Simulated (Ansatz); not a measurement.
# C2H7NSSi: the cost of one run

All numbers below are computed with Ansatz 0.2.0 (UKS PBE0-D4/STO-3G).

## Step 1: The structure to begin with

Bond lengths: C1–C2 1.292 Å, C2–S3 1.703 Å, S3–Si4 2.191 Å, Si4–N5 1.723 Å, C1–H6 1.107 Å, C1–H7 1.114 Å, C2–H8 1.072 Å, Si4–H9 1.482 Å, Si4–H10 1.410 Å, N5–H11 1.026 Å, N5–H12 1.039 Å. Angles (14 of 16 angles, heavy atoms first): C1–C2–S3 120.3°, C2–S3–Si4 108.1°, S3–Si4–N5 101.9°, C1–C2–H8 121.9°, S3–C2–H8 117.8°, C2–C1–H6 122.4°, C2–C1–H7 123.0°, S3–Si4–H9 105.6°, S3–Si4–H10 112.0°, N5–Si4–H9 107.2°, N5–Si4–H10 111.7°, Si4–N5–H11 108.9°, Si4–N5–H12 104.4°, H6–C1–H7 114.0°.

Coordinates:

```xyz
12

C    -2.0758    0.0909    1.5682
C    -1.0862   -0.2625    0.8167
S     0.4389    0.4709    1.0040
Si    1.7781   -0.3415   -0.5274
N     1.1902    0.4244   -1.9549
H    -3.0977   -0.3119    1.4314
H    -2.0119    0.9247    2.3042
H    -1.1806   -1.0392    0.0833
H     1.4404   -1.7804   -0.6311
H     3.1264   -0.0142   -0.2788
H     0.1670    0.3497   -1.9748
H     1.3882    1.4340   -1.8067
```

## Step 2: Relaxing the start

input.yaml

```yaml
crystal:
  periodic: [false, false, false]
  atoms:
    - { symbol: C, position_ang: [-2.0758, 0.0909, 1.5682] }
    - { symbol: C, position_ang: [-1.0862, -0.2625, 0.8167] }
    - { symbol: S, position_ang: [0.4389, 0.4709, 1.004] }
    - { symbol: Si, position_ang: [1.7781, -0.3415, -0.5274] }
    - { symbol: "N", position_ang: [1.1902, 0.4244, -1.9549] }
    - { symbol: H, position_ang: [-3.0977, -0.3119, 1.4314] }
    - { symbol: H, position_ang: [-2.0119, 0.9247, 2.3042] }
    - { symbol: H, position_ang: [-1.1806, -1.0392, 0.0833] }
    - { symbol: H, position_ang: [1.4404, -1.7804, -0.6311] }
    - { symbol: H, position_ang: [3.1264, -0.0142, -0.2788] }
    - { symbol: H, position_ang: [0.167, 0.3497, -1.9748] }
    - { symbol: H, position_ang: [1.3882, 1.434, -1.8067] }
magnetization:
  spin_polarized: true
basis:
  gaussian: { orbitals: STO-3G }
hamiltonian:
  xc: pbe0
  dispersion: d4
relax:
  f_tol: 0.02
  max_steps: 40
```

Command:

```
ansatz run input.yaml --threads 1 --pin off --max-ram 2048MiB --backend cpu --events-out ev --progress --plain --runs-dir out
```

Q: Estimate wall time and peak memory on 1 thread of Intel Xeon Platinum 8259CL at 2.50GHz (Skylake/Cascade Lake), shared host.

About 85 s, with a peak of 0.21 GiB.
